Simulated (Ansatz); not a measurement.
# SnSe (SMILES [Se][Sn]): B2PLYP/def2-TZVP (core potential)

What is the vertical ionisation energy of SnSe at B2PLYP/def2-TZVP (core potential)? 

The calculation is run with Ansatz 0.2.0.

26 further runs of the same task are left out: 26 set aside as unsound or not needed.

**1. Starting point**

SnSe has 2 atoms, charge 0, and is taken as a singlet. SMILES: `[Se][Sn]`. The coordinates come from a PBE0-D4/def2-TZVP relaxation.

Bond lengths: Se1–Sn2 2.325 Å.

**2. A single-point energy at B2PLYP/def2-TZVP (core potential)**

run.yaml reads:

```yaml
crystal:
  periodic: [false, false, false]
  atoms:
    - {symbol: Se, position_ang: [0.000000, -0.000000, 0.006530]}
    - {symbol: Sn, position_ang: [-0.000000, 0.000000, 2.331810]}
basis:
  gaussian: {orbitals: def2-TZVP}
hamiltonian: {xc: {name: B2PLYP}}
correlation: {frozen_orbitals: {Se: 9, Sn: 4}}
accuracy: high
output: {orbitals: {seedname: orbitals}}
```

Run with:

```
$ ansatz run run.yaml --threads 1 --pin off --max-ram 3480MiB --events-out events.jsonl --progress --plain --runs-dir runs
```

Log:

```text
Warning: RAYON_NUM_THREADS=1 ignored (pool sized by the plan → 1); use --threads N
Functional definition: B2PLYP
  name "B2PLYP"
  parameter a = 0.53
  parameter c = 0.27
  exchange = (1 - a)*b88_x + a*exact_x
  correlation = (1 - c)*lyp_c + c*(mp2_os + mp2_ss)
1498 factors; integrals over basis functions are off by at most 4.7e-9 eV
mean field evaluation 1: about -71159.6478 eV, gradient 2.2e1 eV
mean field evaluation 2: about -71159.7149 eV, gradient 2.2e1 eV
mean field evaluation 4: about -71161.7122 eV, gradient 2.3e0 eV
mean field evaluation 8: about -71161.7318 eV, gradient 2.0e-1 eV
mean field evaluation 16: about -71161.7319 eV, gradient 5.9e-5 eV
mean field -71161.73191605 eV, -2615.1454127604 hartree, gradient 2.3e-8 eV, S^2 0.000000; 0 other end points of the search recorded, 0 dependent functions left out
13 core orbitals not correlated: weight in the atoms' cores, before any rotation towards them, 1.000 or more for the frozen orbitals, at most 0.000 for the correlated occupied ones
reference -71161.73193272 eV, -2615.1454133732 hartree; 15, 15 occupied and 70, 70 virtual orbitals, 1498 factors
second order -18.68205564 eV of doubles, -0.00000000 eV of singles
Total energy: -71166.77608775 eV, -2615.3307826513 hartree
```

Wall time 8.4 s (1 thread of Arm Neoverse V2, shared host); peak memory 0.27 GiB.

**3. The doublet cation, same level**

input.yaml reads:

```yaml
crystal:
  periodic: [false, false, false]
  atoms:
    - symbol: Se
      position_ang: [0.000000, -0.000000, 0.006530]
    - symbol: Sn
      position_ang: [-0.000000, 0.000000, 2.331810]
basis:
  gaussian:
    orbitals: def2-TZVP
output: {orbitals: {seedname: orbitals}}
correlation:
  frozen_orbitals: {Se: 9, Sn: 4}
total_charge: 1
hamiltonian:
  xc: {name: B2PLYP}
magnetization:
  spin_polarized: true
  initial_magnetization: 1
accuracy: high
```

Run with:

```
$ ansatz run input.yaml --threads 1 --pin off --max-ram 3480MiB --events-out events.jsonl --progress --plain --runs-dir runs
```

Log:

```text
Warning: RAYON_NUM_THREADS=1 ignored (pool sized by the plan → 1); use --threads N
[... 6 set-up lines as earlier in the session ...]
1498 factors; integrals over basis functions are off by at most 4.7e-9 eV
mean field evaluation 1: about -71146.4157 eV, gradient 2.9e1 eV
mean field evaluation 2: about -71146.5038 eV, gradient 2.9e1 eV
mean field evaluation 4: about -71152.5244 eV, gradient 3.8e0 eV
mean field evaluation 8: about -71152.6480 eV, gradient 8.0e-1 eV
mean field evaluation 16: about -71152.6572 eV, gradient 9.4e-3 eV
mean field evaluation 32: about -71152.6572 eV, gradient 1.0e-6 eV
mean field evaluation 64: about -71153.0401 eV, gradient 2.9e0 eV
mean field evaluation 96: about -71141.3780 eV, gradient 1.2e1 eV
mean field evaluation 128: about -71152.4505 eV, gradient 4.0e0 eV
mean field -71153.13230966 eV, -2614.8293830546 hartree, gradient 1.7e-8 eV, S^2 0.756268; 7 other end points of the search recorded, 0 dependent functions left out
13 core orbitals not correlated: weight in the atoms' cores, before any rotation towards them, 1.000 or more for the frozen orbitals, at most 0.000 for the correlated occupied ones
reference -71153.13232715 eV, -2614.8293836973 hartree; 15, 14 occupied and 70, 71 virtual orbitals, 1498 factors
second order -16.71049020 eV of doubles, -0.00000000 eV of singles
Total energy: -71157.64415950 eV, -2614.9951904781 hartree
```

Run time: 44 s. Hardware: 1 thread of Arm Neoverse V2, shared host; peak memory 0.58 GiB.

**4. Summary of results**

At B2PLYP/def2-TZVP (core potential), 13 core orbitals frozen:

| quantity | value |
| --- | --- |
| singlet SnSe: total energy | -2615.33078 Eh |
| singlet SnSe: HOMO energy (SCF part's orbitals) | -7.75 eV |
| singlet SnSe: LUMO energy (SCF part's orbitals) | -1.60 eV |
| singlet SnSe: HOMO–LUMO gap (SCF part's orbitals) | 6.15 eV |
| doublet cation: total energy | -2614.99519 Eh |
| doublet cation: HOMO energy (SCF part's orbitals) (highest over α and β) | -14.13 eV |
| doublet cation: LUMO energy (SCF part's orbitals) (lowest over α and β) | -9.63 eV |
| doublet cation: ⟨S²⟩ | 0.756 |
| vertical ionisation energy (to the doublet cation) | 9.132 eV |

In words: The vertical ionisation energy comes to 9.13 eV (211 kcal/mol). The negative HOMO energy of the first species, 7.75 eV, lies 1.38 eV below that difference.
